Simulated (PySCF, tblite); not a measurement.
# C5H8OSi2: geometry, infrared bands and NMR shifts

Aim: predict the infrared bands and NMR shifts of C5H8OSi2 (`C#CC1([SiH2]O[SiH3])C=C1`).

Programs: tblite 0.8.0 and PySCF 2.14.0, with density-fitted response routines of our own. Each step states its level of theory. These are calculated values for one molecule in the gas phase, unless marked as measured. Atoms are numbered from 0 throughout.

**1. The starting structure**

16 atoms, charge 0, multiplicity 1; geometry from: force field or distance geometry start.

Bonds of the start (Å): C0–C1 1.20, C1–C2 1.49, C2–Si3 1.84, Si3–O4 1.73, O4–Si5 1.69, C2–C6 1.49, C6–C7 1.33, C7–C2 1.49, C0–H8 1.06, Si3–H9 1.49, Si3–H10 1.47, Si5–H11 1.49, Si5–H12 1.47, Si5–H13 1.46, C6–H14 1.09, C7–H15 1.10.

**2. Relaxing the molecule with GFN2-xTB**

Job settings and geometry (Å):

```
{"job": {"kind": "relax", "xc": "GFN2-xTB", "basis": "xTB"}, "charge": 0, "multiplicity": 1}
C     -3.170400     1.038400    -1.628000
C     -2.257700     0.645000    -0.951900
C     -1.143500     0.153800    -0.095700
Si     0.551000     0.264000    -0.805600
O      1.555700     1.401200     0.026700
Si     2.863200     0.578600     0.703400
C     -1.426200    -1.116200     0.631900
C     -1.375300    -0.003900     1.363700
H     -3.988300     1.379700    -2.213600
H      1.176300    -1.073100    -0.623400
H      0.557300     0.671400    -2.220000
H      2.409400     0.113800     2.046000
H      3.961400     1.517100     0.949200
H      3.286900    -0.608300    -0.033800
H     -1.555000    -2.193200     0.502300
H     -1.452400     0.508100     2.337400
```

Command:

```
OMP_NUM_THREADS=1 python probes_run.py task.json out
```

One launch serves the whole session: the jobs run in the order shown.

**Question.** This job is followed by: GFN2-xTB harmonic vibrations, gas phase; GIAO PBE0/pcSseg-1 NMR shielding, non-relativistic, gas phase. Predict these results of the whole session: strongest single infrared mode (GFN2-xTB); zero-point energy (GFN2-xTB); 13C shifts against TMS (PBE0/pcSseg-1, means over atoms taken as alike); 1H shifts against TMS (PBE0/pcSseg-1, means over atoms taken as alike); 29Si shifts against TMS (PBE0/pcSseg-1); 17O shifts against H2O (PBE0/pcSseg-1); surface potential, 1st and 99th percentile.

As calculated:

```
                                                               quantity                       value
                              strongest single infrared mode (GFN2-xTB)       1107 cm⁻¹, 659 km/mol
                                           zero-point energy (GFN2-xTB)               61.8 kcal/mol
13C shifts against TMS (PBE0/pcSseg-1, means over atoms taken as alike)  120.8, 94.7, 65.1, 5.5 ppm
 1H shifts against TMS (PBE0/pcSseg-1, means over atoms taken as alike)  7.32, 5.07, 5.04, 0.85 ppm
                                29Si shifts against TMS (PBE0/pcSseg-1)            -33.8, -44.1 ppm
                                 17O shifts against H2O (PBE0/pcSseg-1)                    14.5 ppm
                                  surface potential, 1st and 99th percentile          -0.88 V and 1.44 V
```

The optimisation took 137 steps and gained 1.044 eV; among the close pairs (by a distance rule), Si3–O4 changed most, from 1.731 to 1.622 Å. The lowest mode is imaginary (27i cm⁻¹), so the xTB geometry is not a minimum. The strongest single mode, at 1107 cm⁻¹, moves mainly O4. GFN2-xTB is a fitted tight-binding method: band positions and strengths are rough. Its intensities can rank the bands wrongly. C6, C7 (mean) (alkene CH) lies farthest downfield among carbon, at 120.8 ppm; as expected for a trigonal carbon in a double bond. The most deshielded hydrogen is H14, H15 (mean) (hydrogen on an alkene CH), at 7.32 ppm: attached to an sp2 carbon and in the plane of the double bond. At PBE0/pcSseg-1: Shielding is most anisotropic at C1 (span 299 ppm, paramagnetic term -161 ppm). By nearest atom (PBE0/pcSseg-1), the HOMO sits on C0 37 %; C1 25 % and the LUMO on C6, C7 about 31 % each; H14, H15 about 11 % each.
